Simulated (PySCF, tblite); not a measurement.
# C4H6FNSi: geometry, infrared bands and NMR shifts

Wanted: the infrared bands and NMR shifts of C4H6FNSi (`C#C/C(F)=C\[SiH2]N`), by calculation.

The runs use tblite 0.8.0 and PySCF 2.14.0, with density-fitted response routines of our own; the level of theory stands in each step. All values are computed, except where a source is named. Atoms count from 0, in the outputs and in this text.

## (1) Starting geometry

13 atoms, charge 0, multiplicity 1; geometry from: force field or distance geometry start.

Bonds of the start (Å): C0–C1 1.21, C1–C2 1.41, C2–F3 1.37, C2–C4 1.33, C4–Si5 1.80, Si5–N6 1.70, C0–H7 1.06, C4–H8 1.09, Si5–H9 1.48, Si5–H10 1.48, N6–H11 1.02, N6–H12 1.01.

## (2) Optimising the geometry with GFN2-xTB

What the job is given:

```
{"job": {"kind": "relax", "xc": "GFN2-xTB", "basis": "xTB"}, "charge": 0, "multiplicity": 1}
C     -2.509100    -0.892600     1.428400
C     -2.031600    -0.068100     0.689200
C     -1.446900     0.897100    -0.160800
F     -2.205000     2.002200    -0.440200
C     -0.248400     0.817000    -0.720900
Si     0.982500    -0.494200    -0.588900
N      2.523300     0.156500    -0.911800
H     -2.952300    -1.606000     2.082100
H      0.063800     1.631000    -1.372700
H      1.075600    -1.040100     0.786500
H      0.763900    -1.579900    -1.563900
H      2.780200     0.776500    -0.149300
H      3.199600    -0.599100    -0.881300
```

The run is started by

```
OMP_NUM_THREADS=1 python probes_run.py task.json out
```

This one command runs all jobs of the session in turn.

**Question.** This job is followed by: GFN2-xTB harmonic vibrations, gas phase; GIAO PBE0/pcSseg-1 NMR shielding, non-relativistic, gas phase. What will the session give for the following? strongest single infrared mode (GFN2-xTB); zero-point energy (GFN2-xTB); 13C shifts against TMS (PBE0/pcSseg-1); 1H shifts against TMS (PBE0/pcSseg-1, means over atoms taken as alike); 19F shifts against CFCl3 (PBE0/pcSseg-1); 29Si shifts against TMS (PBE0/pcSseg-1); 15N shifts against NH3 (PBE0/pcSseg-1); surface potential, 1st and 99th percentile.

The runs gave:

| quantity | value |
| --- | --- |
| strongest single infrared mode (GFN2-xTB) | 2185 cm⁻¹, 369 km/mol |
| zero-point energy (GFN2-xTB) | 52.7 kcal/mol |
| 13C shifts against TMS (PBE0/pcSseg-1) | 159.0, 117.0, 92.1, 80.3 ppm |
| 1H shifts against TMS (PBE0/pcSseg-1, means over atoms taken as alike) | 5.77, 5.27, 2.81, 0.02 ppm |
| 19F shifts against CFCl3 (PBE0/pcSseg-1) | -57.5 ppm |
| 29Si shifts against TMS (PBE0/pcSseg-1) | -41.0 ppm |
| 15N shifts against NH3 (PBE0/pcSseg-1) | 5.9 ppm |
| surface potential, 1st and 99th percentile | -1.07 V and 1.66 V |

The optimisation took 50 steps and gained 0.300 eV; among the close pairs (by a distance rule), C4–Si5 changed most, from 1.803 to 1.876 Å. No mode is imaginary among the 33: a minimum at this level. The strongest single mode, at 2185 cm⁻¹, moves mainly H9. Unscaled tight-binding wavenumbers are off by several per cent, some by more. Its intensities can rank the bands wrongly. At PBE0/pcSseg-1: The widest tensor belongs to C1: span 287 ppm, with a paramagnetic part of -154 ppm. By nearest atom (PBE0/pcSseg-1), the HOMO sits on C4 24 %; C0, C2 about 14 % each and the LUMO on C2, C4 about 23 % each; C0 18 %.
